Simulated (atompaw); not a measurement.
**Pseudopotential generation for K: PAW (atompaw), PBE**

Aim: build the potential from the settings below, then test how well it stands in for the atom: scattering, ghost states and the plane-wave cutoff that it needs.

Program: atompaw 4.2.0.5. Reference atom: PBE, scalar-relativistic, spherical and spin-unpolarised. All values are calculated.

## (1) Settings

The settings as typed:

- element: potassium (K, Z = 19)
- type: PAW
- frozen core: [Ne]
- valence charge: 9
- reference configuration: 3s2 3p6 3d0 4s0 4p1
- partial waves: 3s (bound); 4s (bound, empty); 3p (bound); 4p (bound); 3d (bound, empty); 3d channel at 0.95 Ry
- local potential: vpsmatchnc scheme with l = 3 at 0 Ry, radius 1.72 bohr
- core correction: smooth core density matched at 2.25 bohr
- augmentation charge: besselshape compensation charge, radius 2.80 bohr; PAW radius 3.00 bohr; waves and projectors: bloechl

## (2) The generation run

File K.input:

```
K 19
GGA-PBE scalarrelativistic loggrid 1500 logderivrange -5 5 251
4 4 3 0 0 0
4 0 0
4 1 1
3 2 0
0 0 0
c
c
v
v
c
v
v
v
2
3.00 2.80 1.72 2.25
n
n
y
0.95
n
bloechl besselshape
3 0 vpsmatchnc
PWSCFOUT
UPFDX 0.0125d0 UPFXMIN -7.d0 UPFZMESH 19.d0
END
```

Started as:

```sh
$ atompaw < K.input > K.log
```

What does the calculation give? Wanted: cutoffs for 10 and 1 mRy, occupied levels; bound ghosts; largest phase difference near zero energy, channels read; lowest eigenvalue of the overlap; share of valence orbitals outside the PAW sphere; UPF file.

The runs gave:

| quantity | value |
| --- | --- |
| cutoffs for 10 and 1 mRy, occupied levels | 80 Ry and 100 Ry |
| bound ghosts | none found |
| largest phase difference near zero energy, channels read | 0.134 rad |
| lowest eigenvalue of the overlap (Bessel basis) | 0.066 (s) |
| share of valence orbitals outside the PAW sphere | 3s 0 %, 4s 86 %, 3p 2 %, 4p 96 %, 3d 85 % |
| UPF file | not written |

By its cutoff, 80 Ry for the looser tolerance, it is hard. It is free of bound ghosts as far as tested. Near zero energy the largest phase difference among the channels read is 0.13 rad, in the s channel. The pseudo core plus compensation charge is negative at some radii, so no UPF file was written.
